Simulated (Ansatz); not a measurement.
**C₂H₆ClSi radical: basis-set convergence**

The task here is to estimate one member of a computed series from the others.

Program: Ansatz 0.2.0, Gaussian basis. Level of theory: one geometry, several basis sets. These are calculated values, not measurements.

The runs, in order: PBE0-D4/def2-SVP; ωB97M-V/def2-SVP; PBE0-D4/def2-QZVPP; ωB97M-V/def2-QZVPP; the functionals' def2-TZVPP values are taken from earlier runs.

**The geometry**

All runs share one geometry, relaxed beforehand with PBE0-D4 in a triple-zeta def2 set.

SMILES `[CH2]C[SiH2]Cl`, 10 atoms, charge 0, spin multiplicity 2.

Atoms are counted from 1 here; the program's logs count them from 0.

Bond lengths: C1–C2 1.472 Å, C1–H5 1.082 Å, C1–H6 1.082 Å, C2–Si3 1.883 Å, C2–H7 1.094 Å, C2–H8 1.094 Å, Si3–Cl4 2.066 Å, Si3–H9 1.482 Å, Si3–H10 1.482 Å. Angles: C2–C1–H5 120.9°, C2–C1–H6 120.9°, H5–C1–H6 117.9°, C1–C2–Si3 106.5°, C1–C2–H7 112.9°, C1–C2–H8 112.9°, Si3–C2–H7 108.0°, Si3–C2–H8 108.0°, H7–C2–H8 108.4°, C2–Si3–Cl4 111.1°, C2–Si3–H9 110.1°, C2–Si3–H10 110.1°, Cl4–Si3–H9 107.6°, Cl4–Si3–H10 107.6°, H9–Si3–H10 110.2°.

Set-up of the first run:

The input, in.yaml:

```yaml
crystal:
  periodic: [false, false, false]
  atoms:
    - {symbol: C, position_ang: [-1.162633, 0.925730, 0.373884]}
    - {symbol: C, position_ang: [-0.668816, -0.251692, -0.357975]}
    - {symbol: Si, position_ang: [1.170099, -0.387798, 0.025342]}
    - {symbol: Cl, position_ang: [2.014073, -2.009530, -0.937920]}
    - {symbol: H, position_ang: [-1.104048, 1.914613, -0.061299]}
    - {symbol: H, position_ang: [-1.488566, 0.843549, 1.402331]}
    - {symbol: H, position_ang: [-0.781399, -0.156518, -1.441874]}
    - {symbol: H, position_ang: [-1.149387, -1.181777, -0.040872]}
    - {symbol: H, position_ang: [1.374863, -0.575267, 1.480598]}
    - {symbol: H, position_ang: [1.878812, 0.827390, -0.439315]}
basis:
  gaussian: {orbitals: def2-SVP}
magnetization: {spin_polarized: true, initial_magnetization: 1}
hamiltonian: {xc: pbe0, dispersion: d4}
output: {orbitals: {seedname: orbitals}}
```

Run with:

```console
$ ansatz run in.yaml --threads 4 --pin off --events-out ev --progress --plain --max-ram 10444MiB
```

Steps of the session up to this table: PBE0-D4 in def2-SVP; ωB97M-V in def2-SVP; PBE0-D4 in def2-QZVPP; ωB97M-V in def2-QZVPP.

One of the session's tables, all rows but one given; the rest of the session is left out.

It belongs to the step «Density functionals: the series». 

| functional | basis | HOMO (eV) | LUMO (eV) |
| --- | --- | --- | --- |
| PBE0-D4 | def2-SVP | -5.97 | -1.58 |
| PBE0-D4 | def2-TZVPP | -6.01 | -1.78 |
| PBE0-D4 | def2-QZVPP | -6.03 | -1.84 |
| ωB97M-V | def2-SVP | -7.95 | 0.35 |
| ωB97M-V | def2-TZVPP | ? | ? |
| ωB97M-V | def2-QZVPP | -8.01 | -0.08 |

Q: Estimate the row for ωB97M-V, def2-TZVPP from the others.

The run gave: HOMO (eV): -7.99; LUMO (eV): 0.02. In the column «HOMO (eV)» it lies between ωB97M-V, def2-QZVPP (-8.01) and ωB97M-V, def2-SVP (-7.95).
